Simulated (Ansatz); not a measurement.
# La3N: the cost of one run

Program: Ansatz 0.2.0. Level of theory: DFT PBE, scalar-relativistic, plane waves, PAW. These are calculated values, not measurements.

## Step 1: The structure to begin with

It takes space group Fm-3m (No. 225, cubic). The conventional cell has a = 7.828 Å, b = 7.828 Å, c = 7.828 Å, α = 90.00°, β = 90.00°, γ = 90.00°. La (site symmetry -43m) has 4 La at 3.39 Å and 4 N at 3.39 Å as nearest neighbours. La (site symmetry m-3m) is surrounded by 8 La at 3.39 Å. N (site symmetry m-3m) has 8 La at 3.39 Å as nearest neighbours.

Structure file:

```
CELL_PARAMETERS angstrom
0.00000 3.91401 3.91401
3.91401 0.00000 3.91401
3.91401 3.91401 0.00000
ATOMIC_POSITIONS crystal
La 0.25000 0.25000 0.25000
La 0.75000 0.75000 0.75000
La 0.50000 0.50000 0.50000
N 0.00000 0.00000 0.00000
```

The cell is invented: species swapped into a database cell of Li3Hg (Fm-3m, No. 225), with La on the Li sites and N on the Hg sites. The dimensions are guesses.

## Step 2: Probe: one point on a coarse mesh

The input, input.yaml:

```yaml
crystal:
  lattice:
    - [0.0, 3.91400683, 3.91400683]
    - [3.91400683, 0.0, 3.91400683]
    - [3.91400683, 3.91400683, 0.0]
  atoms:
    - { symbol: La, position: [0.25, 0.25, 0.25] }
    - { symbol: La, position: [0.75, 0.75, 0.75] }
    - { symbol: La, position: [0.5, 0.5, 0.5] }
    - { symbol: "N", position: [0.0, 0.0, 0.0] }
basis:
  ecutwfc: 420
kpoints:
  mp_grid: { grid: [4, 4, 4] }
hamiltonian:
  xc: pbe
scf:
  occupations: { method: gaussian, width: 0.1 }
  lower_state_search: "off"
output:
  forces: true
  stress: true
  eigenvalues: true
```

Run with:

```console
> ansatz run input.yaml --threads 1 --pin off --max-ram 2560MiB --backend cpu --events-out ev --progress --plain --runs-dir out
```

Q: Estimate wall time and peak memory on 1 thread of Arm Neoverse V2, shared host.

About 1.6 s, with a peak of 0.36 GiB.
